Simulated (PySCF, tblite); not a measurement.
**SiCl3 radical, a cluster model of a defect (Si site with back bonds Cl, Cl, Cl): EPR parameters**

Wanted: the EPR parameters for `Cl[Si](Cl)Cl`. It is drawn as: dangling bond.

Computed with tblite 0.8.0 and PySCF 2.14.0; each step states its level. No surroundings beyond the atoms listed, unless a continuum is named. Atoms count from 0, parts from 1.

### Step 1. Starting point

4 atoms, charge 0, multiplicity 2; geometry: distance geometry start.

### Step 2. Relaxing the cluster with GFN2-xTB

Job settings and geometry (Å):

```
{"job": {"kind": "relax", "xc": "GFN2-xTB", "basis": "xTB"}, "charge": 0, "multiplicity": 2}
Si     0.002790     0.007828     0.537107
Cl    -1.493778    -1.263201    -0.189367
Cl     1.858104    -0.688531    -0.189406
Cl    -0.396005     1.920437    -0.172262
```

Method: GFN2-xTB geometry optimisation, gas phase.

The run is started by

```
$ OMP_NUM_THREADS=1 python cluster_run.py task.json out
```

The driver reads the jobs from task.json and runs them one after another.

**Question.** The jobs that follow are: PBE0-D3(BJ)/def2-SVP geometry optimisation, gas phase; UKS B3LYP, IGLO-III on Cl Si, non-relativistic, mean-field spin-orbit, GIAO; UKS BHandHLYP, IGLO-III on Cl Si, non-relativistic, mean-field spin-orbit, GIAO. Predict: point group; rotational constants (main isotopes); g(iso) (B3LYP); ⟨S²⟩; largest a(iso) (averaged by class).

The runs gave:

| quantity | value |
| --- | --- |
| point group | C3v |
| rotational constants (main isotopes) | 2.44, 2.43, 1.28 GHz |
| g(iso) (B3LYP) | 2.00532 |
| ⟨S²⟩ | 0.752 (exact 0.75) |
| largest a(iso) (averaged by class) | 29Si on Si0, -1238.3 MHz |

What this shows: The optimisation took 4 steps and gained 0.063 eV; among the close pairs (by a distance rule), Si0–Cl2 changed most, from 1.986 to 2.059 Å (PBE0/def2-SVP). Most of the unpaired spin sits on Si0 (0.71 e). The isotropic g lies 3.0 ppt above the free-electron value. The coupling of 29Si on Si0 runs from -1269.4 (BHandHLYP/IGLO-III) to -1238.3 MHz (B3LYP/IGLO-III).
